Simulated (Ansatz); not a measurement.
WC, space group Fm-3m, cell relaxations under several functionals

Program: the Ansatz DFT code, driven from Python.

Interactive session:
```pycon
>>> import ansatz as az
>>> from ase import Atoms
>>> import numpy as np
>>> params = {
...     'smearing': 'methfessel_paxton',
...     'width_ev': 0.15,
...     'cutoff_ev': 470,
...     'beta': 0.4,
... }
>>> def edges_and_angles(cell):
...     cell = np.asarray(cell)
...     a, b, c = np.linalg.norm(cell, axis=1)
...     cosines = cell[1] @ cell[2] / (b * c), cell[0] @ cell[2] / (a * c), cell[0] @ cell[1] / (a * b)
...     return (a, b, c, *np.degrees(np.arccos(cosines)))
...
>>> atoms = Atoms(
...     ['W', 'C'],
...     scaled_positions=[
...         (0.0, 0.0, 0.0),
...         (0.5, 0.5, 0.5),
...     ],
...     cell=[
...         (0.0, 2.192684, 2.192684),
...         (2.192684, 0.0, 2.192684),
...         (2.192684, 2.192684, 0.0),
...     ],
...     pbc=True,
... )
>>> structure = az.Crystal.from_ase(atoms)
>>> setup = (
...     structure.calculation()
...     .kpoints(9)
...     .occupations(params['smearing'], width=params['width_ev'])
...     .basis(params['cutoff_ev'])
...     .mixing('broyden', ndim=12, beta=params['beta'])
...     .relax(cell=True)
... )
>>> levels = [('blyp', 'd3bj'), ('pbesol', 'none'), ('lda', 'none')]
>>> print('level            a       b       c    alpha   beta  gamma  V/atom  steps')
level            a       b       c    alpha   beta  gamma  V/atom  steps
>>> for name, dispersion in levels:
...     seen = []
...     run = setup.functional(name, dispersion=dispersion).session().plan()
...     outcome = run.execute(on_event=lambda e: seen.append(e) if e['event'] == 'relax_step' else None)
...     cell = outcome.lattice.cell_ang
...     label = name if dispersion == 'none' else f'{name}+{dispersion}'
...     print('{:13s} {:7.4f} {:7.4f} {:7.4f} {:6.2f} {:6.2f} {:6.2f}'.format(label, *edges_and_angles(cell)), f'{abs(np.linalg.det(cell)) / len(outcome.lattice.sites):7.3f} {len(seen):5d}')
...
blyp+d3bj      3.0868  3.0868  3.0868  60.00  60.00  60.00  10.399     6
pbesol         3.0736  3.0736  3.0736  60.00  60.00  60.00  10.266     5
lda            3.0575  3.0575  3.0575  60.00  60.00  60.00  10.106     5
```

From smallest to largest: LDA (10.11 Å³ an atom, -4.1 % against the start), PBEsol (10.27 Å³ an atom, -2.6 % against the start) and BLYP+D3BJ (10.40 Å³ an atom, -1.4 % against the start). The spread is 2.9 % in volume.

Notes:
- The settings weren't tested for convergence.
- The run is spin-unpolarised.
- Forces vanish by symmetry, so the ions can't move, and the end may be a saddle.
- BLYP and dispersion corrections can be off by several per cent in the lattices of metals, and by several GPa in the pressure at a fixed cell.
- The mesh is modest for a metal, so energies can be off by several to tens of meV an atom and pressures by half a GPa or more; differences at equal mesh fare better.
- Edges and angles are those of the cell as typed, here a primitive one, not of the conventional cell.
- Spin-orbit coupling, which matters for elements this heavy, is left out.
- This cell is a computed structure, which may not be the phase found in nature.
- Hardware and time: 13 s on 1 thread of Intel(R) Xeon(R) Processor @ 2.30GHz, with other jobs on the host, peak memory 0.5 GiB.
